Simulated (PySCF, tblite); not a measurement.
# C5H10FNSi: geometry, infrared bands and NMR shifts

Aim: predict the infrared bands and NMR shifts of C5H10FNSi (`[H]/N=C1\CCC[C@@H]1[SiH2]F`).

The runs use tblite 0.8.0 and PySCF 2.14.0, with density-fitted response routines of our own; the level of theory stands in each step. All values are computed, except where a source is named. Atoms count from 0, in the outputs and in this text.

## Step 1: The molecule as given

18 atoms, charge 0, multiplicity 1; geometry from: force field or distance geometry start.

Bonds of the start (Å): N0–C1 1.28, C1–C2 1.50, C2–C3 1.51, C3–C4 1.51, C4–C5 1.54, C5–Si6 1.87, Si6–F7 1.61, C5–C1 1.51, N0–H8 1.03, C2–H9 1.10, C2–H10 1.09, C3–H11 1.11, C3–H12 1.10, C4–H13 1.11, C4–H14 1.09, C5–H15 1.08, Si6–H16 1.49, Si6–H17 1.49.

## Step 2: Relaxing the molecule with GFN2-xTB

The job: settings as JSON, then the geometry in Å.

```
{"job": {"kind": "relax", "xc": "GFN2-xTB", "basis": "xTB"}, "charge": 0, "multiplicity": 1}
N     -1.247700     2.011600     0.069200
C     -0.810200     0.818100    -0.077800
C     -1.629800    -0.418300     0.176200
C     -0.594100    -1.509200     0.093700
C      0.462600    -0.980400    -0.853300
C      0.593300     0.518900    -0.532800
Si     1.905400     0.979900     0.715100
F      3.299400     0.338500     0.233100
H     -2.234300     1.998900     0.370600
H     -2.379500    -0.506800    -0.627000
H     -2.147500    -0.377800     1.138600
H     -0.157500    -1.689300     1.094200
H     -1.024500    -2.463100    -0.230300
H      0.100800    -1.093400    -1.892200
H      1.400100    -1.527300    -0.783800
H      0.789100     1.075800    -1.442900
H      2.090600     2.447500     0.853200
H      1.574900     0.382700     2.044600
```

On the command line:

```bash
$ OMP_NUM_THREADS=1 python probes_run.py task.json out
```

This one command runs all jobs of the session in turn.

**Question.** This job is followed by: GFN2-xTB harmonic vibrations, gas phase; GIAO PBE0/pcSseg-1 NMR shielding, non-relativistic, gas phase. What will the session give for the following? strongest single infrared mode (GFN2-xTB); zero-point energy (GFN2-xTB); 13C shifts against TMS (PBE0/pcSseg-1); 1H shifts against TMS (PBE0/pcSseg-1); 15N shifts against NH3 (PBE0/pcSseg-1); 29Si shifts against TMS (PBE0/pcSseg-1); 19F shifts against CFCl3 (PBE0/pcSseg-1); surface potential, 1st and 99th percentile.

**Answer**, as computed:

| quantity | value |
| --- | --- |
| strongest single infrared mode (GFN2-xTB) | 2315 cm⁻¹, 274 km/mol |
| zero-point energy (GFN2-xTB) | 88.4 kcal/mol |
| 13C shifts against TMS (PBE0/pcSseg-1) | 190.9, 40.9, 40.0, 29.0, 27.2 ppm |
| 1H shifts against TMS (PBE0/pcSseg-1) | 10.07, 5.05, 4.92, 2.83, 2.32, 2.25, 2.17, 2.09, 1.89, 1.88 ppm |
| 15N shifts against NH3 (PBE0/pcSseg-1) | 332.7 ppm |
| 29Si shifts against TMS (PBE0/pcSseg-1) | -3.5 ppm |
| 19F shifts against CFCl3 (PBE0/pcSseg-1) | -222.2 ppm |
| surface potential, 1st and 99th percentile | -1.77 V and 1.22 V |

What this shows: The optimisation took 47 steps and gained 0.186 eV; among the close pairs (by a distance rule), C5–Si6 changed most, from 1.869 to 1.910 Å. No mode is imaginary among the 48: a minimum at this level. The strongest single mode, at 2315 cm⁻¹, moves mainly H17. GFN2-xTB is a fitted tight-binding method: band positions and strengths are rough. Its intensities can rank the bands wrongly. At PBE0/pcSseg-1: The largest span, 593 ppm, is at N0, where the paramagnetic term is -385 ppm.
